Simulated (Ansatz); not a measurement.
# ZnCl: the cost of one run

Method: DFT PBE, scalar-relativistic, plane waves, PAW, in Ansatz 0.2.0.

### 1 The structure to begin with

The structure is cubic, space group F-43m (No. 216). Conventional cell: a = 5.631 Å, b = 5.631 Å, c = 5.631 Å, α = 90.00°, β = 90.00°, γ = 90.00°. Zn (site symmetry -43m) is surrounded by 4 Cl at 2.44 Å. Cl (site symmetry -43m) is surrounded by 4 Zn at 2.44 Å.

Coordinates:

```xyz
2
Lattice="0.0000 2.8157 2.8157 2.8157 0.0000 2.8157 2.8157 2.8157 0.0000" Properties=species:S:1:pos:R:3 pbc="T T T"
Zn    0.0000    0.0000    0.0000
Cl    4.2236    4.2236    4.2236
```

(A quick probe on a coarse mesh, which set the mesh and smearing, is not shown.)

### 3 A loose first relaxation

input.yaml reads:

```yaml
crystal:
  lattice:
    - [0.0, 2.8157231841, 2.8157231841]
    - [2.8157231841, 0.0, 2.8157231841]
    - [2.8157231841, 2.8157231841, 0.0]
  atoms:
    - { symbol: Zn, position: [0.0, 0.0, 0.0] }
    - { symbol: Cl, position: [0.75, 0.75, 0.75] }
basis:
  ecutwfc: 420
kpoints:
  mp_grid: { grid: [6, 6, 6] }
hamiltonian:
  xc: pbe
scf:
  occupations: { method: gaussian, width: 0.1 }
  lower_state_search: "off"
output:
  forces: true
  stress: true
  eigenvalues: true
relax:
  adjacent_minimum: "off"
  f_tol: 0.04
  max_steps: 70
  cell: { stress_tol: 0.4 }
```

The run is started by

```bash
$ ansatz run input.yaml --threads 1 --pin off --max-ram 2560MiB --backend cpu --events-out ev --progress --plain --runs-dir out
```

What time and memory should one allow on 1 thread of Arm Neoverse V1, shared host?

About 8.4 s, with a peak of 0.31 GiB.
